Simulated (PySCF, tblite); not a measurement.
# C2H9Ge2O radical: geometry, infrared bands and EPR parameters

Wanted: the infrared bands and EPR parameters of C2H9Ge2O radical (`[CH2][CH2][GeH2][O][GeH3]`), by calculation.

Programs: tblite 0.8.0 and PySCF 2.14.0, with density-fitted response routines of our own. Each step states its level of theory. These are calculated values for one molecule in the gas phase, unless marked as measured. Atoms are numbered from 0 throughout.

### 1 Starting geometry

14 atoms, charge 0, multiplicity 2; geometry from: force field or distance geometry start.

Bonds of the start (Å): C0–C1 1.53, C1–Ge2 1.96, Ge2–O3 1.76, O3–Ge4 1.78, C0–H5 1.13, C0–H6 1.11, C1–H7 1.10, C1–H8 1.10, Ge2–H9 1.56, Ge2–H10 1.56, Ge4–H11 1.55, Ge4–H12 1.56, Ge4–H13 1.57.

### 2 Relaxing the molecule with GFN2-xTB

What the job is given:

```
{"job": {"kind": "relax", "xc": "GFN2-xTB", "basis": "xTB"}, "charge": 0, "multiplicity": 2}
C     -2.304400    -0.428300     0.283700
C     -1.785200     0.592600    -0.723700
Ge     0.173200     0.683900    -0.677000
O      0.863000    -0.285000     0.616000
Ge     2.603000     0.000300     0.886800
H     -3.403300    -0.538800     0.031100
H     -2.260200    -0.039900     1.320400
H     -2.151300     0.252500    -1.707300
H     -2.257100     1.552800    -0.450100
H      0.540400     2.185200    -0.475900
H      0.633800     0.177200    -2.079600
H      2.819900     0.718400     2.240400
H      3.273300    -1.399600     0.998500
H      3.254200     0.808100    -0.285300
```

Run with:

```bash
$ OMP_NUM_THREADS=1 python probes_run.py task.json out
```

The driver reads the jobs from task.json and runs them one after another.

Standard output:

```text
step      E/eV     max force
  0    -454.18908    3.191
  1    -454.42665    1.835
  2    -454.62158    1.391
  3    -454.70008    1.065
  4    -454.79595    0.690
  5    -454.82437    0.586
  6    -454.86150    0.439
  7    -454.88041    0.383
  8    -454.90047    0.328
  9    -454.91225    0.229
 10    -454.91929    0.209
 11    -454.92482    0.208
 12    -454.93134    0.238
 13    -454.93849    0.222
 14    -454.94523    0.276
 15    -454.95117    0.252
 16    -454.95739    0.353
 17    -454.96588    0.424
 18    -454.97689    0.347
 19    -454.98844    0.367
 20    -455.00031    0.448
 21    -455.01083    0.737
 22    -455.01774    0.947
 23    -455.04695    0.484
 24    -455.06787    0.311
 25    -455.09835    0.328
 26    -455.10562    0.265
 27    -455.11897    0.304
 28    -455.12619    0.254
 29    -455.13296    0.214
 30    -455.13802    0.222
 31    -455.14182    0.242
 32    -455.14501    0.288
 33    -455.14952    0.255
 34    -455.15917    0.287
 35    -455.16458    0.261
 36    -455.16807    0.161
 37    -455.16992    0.142
 38    -455.17278    0.147
 39    -455.17628    0.150
 40    -455.17928    0.089
 41    -455.18082    0.102
 42    -455.18168    0.092
 43    -455.18277    0.114
 44    -455.18465    0.132
 45    -455.18761    0.141
 46    -455.19078    0.116
 47    -455.19271    0.109
 48    -455.19397    0.094
 49    -455.19531    0.092
 50    -455.19695    0.098
 51    -455.19884    0.084
 52    -455.20072    0.085
 53    -455.20220    0.097
 54    -455.20355    0.085
 55    -455.20477    0.082
 56    -455.20570    0.077
 57    -455.20646    0.066
 58    -455.20720    0.086
 59    -455.20806    0.075
 60    -455.20929    0.100
 61    -455.21104    0.152
 62    -455.21310    0.162
 63    -455.21468    0.108
 64    -455.21571    0.071
 65    -455.21653    0.100
 66    -455.21768    0.114
 67    -455.21981    0.142
 68    -455.22321    0.150
 69    -455.22650    0.303
 70    -455.23110    0.153
 71    -455.23471    0.156
 72    -455.23963    0.175
 73    -455.24145    0.167
 74    -455.24427    0.215
 75    -455.24718    0.244
 76    -455.25057    0.413
 77    -455.26164    0.223
 78    -455.27628    0.405
 79    -455.29299    0.295
 80    -455.30495    0.302
 81    -455.30613    0.368
 82    -455.31534    0.232
 83    -455.31834    0.203
 84    -455.32203    0.156
 85    -455.32877    0.133
 86    -455.33240    0.139
 87    -455.33549    0.114
 88    -455.33710    0.086
 89    -455.33820    0.103
 90    -455.33921    0.104
 91    -455.34075    0.096
 92    -455.34214    0.078
 93    -455.34328    0.088
 94    -455.34422    0.090
 95    -455.34520    0.086
 96    -455.34628    0.087
 97    -455.34707    0.068
 98    -455.34753    0.056
 99    -455.34792    0.048
100    -455.34836    0.059
101    -455.34890    0.071
102    -455.34953    0.073
103    -455.35028    0.063
104    -455.35108    0.060
105    -455.35172    0.050
106    -455.35217    0.052
107    -455.35251    0.050
108    -455.35283    0.046
109    -455.35321    0.047
110    -455.35368    0.057
111    -455.35421    0.069
112    -455.35471    0.053
113    -455.35514    0.057
114    -455.35551    0.067
115    -455.35591    0.059
116    -455.35628    0.052
117    -455.35656    0.048
118    -455.35683    0.046
119    -455.35724    0.050
120    -455.35785    0.080
121    -455.35864    0.090
122    -455.35935    0.059
123    -455.35983    0.045
124    -455.36018    0.042
125    -455.36051    0.057
126    -455.36086    0.051
127    -455.36121    0.052
128    -455.36148    0.026
129    -455.36162    0.021
130    -455.36166    0.014
131    -455.36170    0.013
132    -455.36175    0.014
133    -455.36181    0.018
134    -455.36186    0.017
135    -455.36189    0.009
```

Wall time 0.83 s (1 thread of Arm Neoverse V1, shared host).

Along the way: (not every step is listed)

| step | energy from step 0 (eV) | largest force (eV/Å) |
| --- | --- | --- |
| 0 | 0.0000 | 3.1910 |
| 1 | -0.2376 | 1.8351 |
| 2 | -0.4325 | 1.3905 |
| 3 | -0.5110 | 1.0649 |
| 4 | -0.6069 | 0.6897 |
| 5 | -0.6353 | 0.5855 |
| 6 | -0.6724 | 0.4391 |
| 7 | -0.6913 | 0.3826 |
| 8 | -0.7114 | 0.3280 |
| 20 | -0.8112 | 0.4477 |
| 32 | -0.9559 | 0.2878 |
| 44 | -0.9956 | 0.1316 |
| 56 | -1.0166 | 0.0770 |
| 68 | -1.0341 | 0.1500 |
| 80 | -1.1159 | 0.3024 |
| 92 | -1.1531 | 0.0779 |
| 104 | -1.1620 | 0.0596 |
| 116 | -1.1672 | 0.0517 |
| 128 | -1.1724 | 0.0257 |
| 130 | -1.1726 | 0.0140 |
| 131 | -1.1726 | 0.0135 |
| 132 | -1.1727 | 0.0136 |
| 133 | -1.1727 | 0.0177 |
| 134 | -1.1728 | 0.0172 |
| 135 | -1.1728 | 0.0091 |

Close pairs (by a distance rule), those that changed most:

| bond | before (Å) | after (Å) | change (Å) |
| --- | --- | --- | --- |
| C1–Ge2 | 1.961 | 2.082 | +0.120 |
| C0–C1 | 1.525 | 1.438 | -0.087 |
| Ge4–H13 | 1.565 | 1.497 | -0.069 |
| C0–H5 | 1.133 | 1.074 | -0.059 |
| Ge4–H12 | 1.556 | 1.501 | -0.055 |
| Ge4–H11 | 1.548 | 1.503 | -0.045 |
| O3–Ge4 | 1.784 | 1.739 | -0.045 |
| Ge2–H10 | 1.561 | 1.524 | -0.037 |

The next job starts from the end point, and lists it.

### 3 Vibrational analysis with GFN2-xTB

What the job is given:

```
{"job": {"kind": "ir", "xc": "GFN2-xTB", "basis": "xTB"}, "charge": 0, "multiplicity": 2}
C     -1.533356    -0.470250     0.490076
C     -1.664393     0.728071    -0.293758
Ge     0.058864     1.084400    -1.405644
O      1.447400     0.842687    -0.364779
Ge     1.936032    -0.065654     1.035599
H     -1.744901    -1.432804     0.063132
H     -1.106850    -0.435764     1.477585
H     -2.457228     0.668040    -1.038351
H     -1.783774     1.624771     0.314744
H      0.345047     2.488319    -1.936005
H      0.262997     0.076683    -2.530939
H      1.332444     0.591812     2.244314
H      1.480601    -1.490256     0.910235
H      3.426439     0.069495     1.011625
```

Standard output:

```text
mode    cm-1     km/mol
  1      31.2      1.31
  2      61.1      6.20
  3      81.8      1.79
  4     152.3      1.58
  5     154.8      0.93
  6     204.2      5.46
  7     290.3      7.16
  8     326.7      5.29
  9     341.4     11.20
 10     422.1     25.59
 11     527.4    112.61
 12     573.6    169.13
 13     582.0    113.29
 14     606.5    134.80
 15     616.7    405.96
 16     704.3    337.70
 17     746.4     28.90
 18     766.8    183.92
 19     790.0     84.76
 20     804.0    159.52
 21     814.7    203.23
 22     926.7     14.47
 23    1076.4     21.46
 24    1164.4      5.92
 25    1194.3      1.29
 26    1385.3      0.16
 27    1436.5      1.35
 28    1728.6    339.79
 29    1834.0    603.67
 30    1921.6     96.87
 31    1994.7    554.82
 32    2028.6    483.63
 33    2949.3     12.37
 34    2962.6     26.61
 35    3093.1     21.54
 36    3144.3     32.55
```

It took 0.4 s on 1 thread of Arm Neoverse V1, shared host.

Which atoms move in the most intense modes:

| cm⁻¹ | km/mol | atoms |
| --- | --- | --- |
| 617 | 406.0 | H12 20 %, H9 19 %, H13 19 %, O3 18 % |
| 704 | 337.7 | O3 29 %, H9 21 %, H10 16 % |
| 767 | 183.9 | H10 48 %, H9 46 % |
| 815 | 203.2 | H11 56 %, H12 32 % |
| 1729 | 339.8 | H9 67 %, H10 31 % |
| 1834 | 603.7 | H10 67 %, H9 31 % |
| 1995 | 554.8 | H12 50 %, H11 47 % |
| 2029 | 483.6 | H13 81 %, H12 13 % |

### 4 g tensor and hyperfine couplings: B3LYP/def2-TZVP-core+pcH-1

Settings changed since step 3:

```diff
@@ -1,2 +1,2 @@
-{"job": {"kind": "ir", "xc": "GFN2-xTB", "basis": "xTB"}, "charge": 0, "multiplicity": 2}
+{"job": {"kind": "epr", "basis": "pcH-1"}, "charge": 0, "multiplicity": 2}
 C     -1.533356    -0.470250     0.490076
```

Level: UKS B3LYP, def2-TZVP-core on Ge, pcH-1 on C H O, non-relativistic, mean-field spin-orbit, GIAO.

Standard output:

```text
UKS, coarse grid
  cycle   1  E = -4310.67895989  |g| = 1.98e+00
  cycle   2  E = -4309.89200625  |g| = 1.93e+00
  cycle   3  E = -4310.66594854  |g| = 9.44e-01
  cycle   4  E = -4310.94985348  |g| = 2.36e-01
  cycle   5  E = -4310.95864051  |g| = 8.87e-02
  cycle   6  E = -4310.96117290  |g| = 1.61e-02
  cycle   7  E = -4310.96128468  |g| = 4.60e-03
  cycle   8  E = -4310.96129241  |g| = 7.34e-04
UKS, final grid
  cycle   1  E = -4310.96125458  |g| = 5.96e-04
  cycle   2  E = -4310.96125440  |g| = 9.88e-04
  cycle   3  E = -4310.96125476  |g| = 1.58e-04
  cycle   4  E = -4310.96125477  |g| = 8.35e-05
  cycle   5  E = -4310.96125477  |g| = 2.25e-05
E = -4310.96125477 Eh   <S^2> = 0.7550 (exact 0.7500)
g shifts (ppm)      1          2          3
  rmc          -150       -150       -150
  gc             35          7         24
  oz_so       -1429        143       2288
  total       -1543          1       2162
hyperfine (MHz)  atom isotope    a_iso     a_fc   dipolar eigenvalues
    0   13C      82.53      82.69    -73.84    -72.73    146.57
    1   13C     -36.75     -36.76     -2.11     -1.46      3.57
    2  73Ge     -96.06     -96.88    -13.56      6.43      7.13
    3   17O       0.29       0.32     -1.79      0.74      1.05
    4  73Ge      -0.32      -0.31     -0.25      0.06      0.19
    5    1H     -57.44     -57.45    -35.36     -0.01     35.37
    6    1H     -58.22     -58.23    -35.46      0.21     35.25
    7    1H      56.57      56.56     -3.91     -3.32      7.23
    8    1H      42.12      42.11     -3.77     -3.32      7.09
    9    1H      55.08      55.08     -1.90     -0.21      2.11
   10    1H      12.07      12.07     -2.30     -0.97      3.27
   11    1H       1.97       1.97     -1.50     -1.38      2.88
   12    1H       5.93       5.93     -2.46     -2.06      4.53
   13    1H       9.23       9.23     -0.62     -0.55      1.17
```

It took 5.8 min on 1 thread of Arm Neoverse V1, shared host; peak memory 1.3 GiB.

Principal g values 2.00078, 2.00232, 2.00448; g(iso) = 2.00253, against 2.00232 for a free electron.

Hyperfine couplings; where a row names several nuclei, a(iso) is their mean (it holds for fast rotation or exchange) and the dipolar term the largest among them:

| nuclei | isotope | a(iso) (MHz) | a(iso) (G, at g = 2.0023) | largest dipolar term (MHz) |
| --- | --- | --- | --- | --- |
| Ge2 | 73Ge | -96.1 | -34.3 | -13.6 |
| C0 | 13C | 82.5 | 29.4 | 146.6 |
| H5, H6 | 1H | -57.8 | -20.6 | -35.5 |
| H7, H8 | 1H | 49.3 | 17.6 | 7.2 |
| C1 | 13C | -36.8 | -13.1 | 3.6 |
| H9, H10 | 1H | 33.6 | 12.0 | 3.3 |
| H11, H12, H13 | 1H | 5.7 | 2.0 | 4.5 |
| Ge4 | 73Ge | -0.3 | -0.1 | -0.3 |
| O3 | 17O | 0.3 | 0.1 | -1.8 |

Mulliken spin populations:

C0 0.97; C1 -0.10; Ge2 0.12; O3 0.00; Ge4 0.00; H5 -0.04; H6 -0.04; H7 0.02; H8 0.02; H9 0.04; H10 0.01; H11 0.00; H12 0.00; H13 0.01

In first order the couplings over 0.8 MHz of 1H give 108 distinct lines over 106.6 G, if the averaged nuclei exchange fast; the same motion can average rows kept apart here too.

Orbitals, density, ELF and potential are computed afterwards from the orbital file.

ELF in a plane through or near 8 of the atoms.

Ten even steps from ' ' (0.00) to '@' (1.00):
```
                                                        
                                                        
                            ::==--..                    
                          ==@@@@@@%%--                  
                          ==@@@@@@@@**..                
                    ....  ::@@@@@@@@++..                
        ..==..    ==****--..----**++::                  
      ==@@@@%%..  ++%%%%%%----++..--..                  
    ::@@@@@@@@##..==##==##++..::--**--..::::            
    ::@@@@@@@@--::::::****--::**%%##**%%@@@@++          
    ..##@@@@##..****..::::  ..++==::++@@@@@@##          
      ..------..::::....    ::**##::++%%@@%%==          
            ..::======..  ++##++##%%++::....            
              ....::..  --@@@@@@####**::                
                        ==@@@@@@####**==                
                          **##==--====::                
                            ..........                  
                                                        
                                                        
                                                        
```
The map spans 12.3 Å across and 10.7 Å up, centred on the molecule. Atoms in the plane (x, y in Å): C0 (1.1, -1.4), C1 (1.7, -0.3), Ge2 (0.6, 1.5), O3 (-1.1, 1.2), Ge4 (-2.2, -0.1), H6 (0.3, -1.9), H7 (2.7, -0.1), H13 (-3.5, 0.6).

log10 of the density (e/Å³) in the same plane.

Ten even steps from ' ' (-4.0) to '@' (1.5):
```
                                                        
                            ......                      
                        ..::::--::::....                
                      ..::--======----::..              
                  ..::::--==++++++==--::..              
        ........::--======++**##**++==--::..            
      ..::------==++++********##**++==--::..            
    ..::--======++**##%%##**%%%%##**++==--::..          
  ..::--++**********##%%%%######****++++==--::..        
  ..::--++**####%%%%####********######****==--..        
  ..::--==****##@@@@##**++++++**##@@####**++==::        
    ..::--==++**%%%%**++====++**######****++--..        
    ....::--==++****++++==++**######**++==--::..        
        ..::--============**######**++==--::..          
          ..::::--------==++******++==----..            
            ......::::::--==========----::              
                      ..::::--------::::..              
                            ........                    
                                                        
                                                        
```
The map spans 12.3 Å across and 10.7 Å up, centred on the molecule. Atoms in the plane (x, y in Å): C0 (1.1, -1.4), C1 (1.7, -0.3), Ge2 (0.6, 1.5), O3 (-1.1, 1.2), Ge4 (-2.2, -0.1), H6 (0.3, -1.9), H7 (2.7, -0.1), H13 (-3.5, 0.6).

On the surface of density 0.002 e/bohr³ the electrostatic potential runs, from the 1st to the 99th percentile, from -1.21 V near O3 to 1.36 V near H7.

The spin density lies nearest to C0 47 %; H5 21 %; H6 8 %; Ge2 8 %.

### 5 Results

```
                                                                  quantity                   value
                                 strongest single infrared mode (GFN2-xTB)   1834 cm⁻¹, 604 km/mol
                                              zero-point energy (GFN2-xTB)           55.0 kcal/mol
                                                            g(iso) (B3LYP)                 2.00253
                                                                      ⟨S²⟩      0.755 (exact 0.75)
                                        largest a(iso) (averaged by class)  73Ge on Ge2, -96.1 MHz
potential on the surface of density 0.002 e/bohr³, 1st and 99th percentile      -1.21 V and 1.36 V
```

The optimisation took 135 steps and gained 1.173 eV; among the close pairs (by a distance rule), C1–Ge2 changed most, from 1.961 to 2.082 Å. All 36 modes are real, so the xTB geometry is a minimum. The strongest single mode, at 1834 cm⁻¹, moves mainly H10. GFN2-xTB is a fitted tight-binding method: band positions and strengths are rough. Its intensities can rank the bands wrongly. Most of the unpaired spin sits on C0 (0.97 e). The isotropic g lies 0.2 ppt above the free-electron value. The hyperfine terms hold no scalar relativity, which the heavier nuclei need. These values are for one conformer; the search (at its own cheap level) found 2 more, at 1.03, 1.54 kcal/mol, and measured spectra average over such forms.
